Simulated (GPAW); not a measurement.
**LiY3 in GPAW: the effect of Hubbard term**

The system is LiY3.

```
Y Li
1.0
    -2.36719    2.36719    5.32664
     2.36719   -2.36719    5.32664
     2.36719    2.36719   -5.32664
Y Li
3 1
Direct
  0.50000 0.50000 0.00000
  0.25000 0.75000 0.50000
  0.75000 0.25000 0.50000
  0.00000 0.00000 0.00000
```

The cell comes from a database or a generator and needn't be the stable form of this composition.

Alike in all runs:

| Quantity | Value |
| --- | --- |
| Program | GPAW 26.7.0 |
| Task | single point |
| Functional | PBE |
| Potentials or basis | GPAW PAW data sets (gpaw-data 1.2.1) |
| Cutoff | 800 eV |
| Basis | pw |
| k mesh | 6 × 6 × 6 |
| Occupations | fermi-dirac, width 0.05 eV |
| Spin | no spin polarisation |
| Maxiter | 150 |

```csv
Hubbard term,pressure (GPa)
Y d U = 2 eV,3.3
Y d U = 3 eV,5.1
Y d U = 4 eV,7.0
Y d U = 5 eV,?
```

Q: What does the run with Hubbard term Y d U = 5 eV give?

A: Pressure 8.8 GPa.

Worked out: A straight line through the other rows of the pressure, of slope 1.85 GPa per eV, extrapolates to 8.8 GPa, against the run's 8.8.

Caveats: U without spin polarisation on a metal has little footing; the U is typed as a test and isn't derived for this compound.
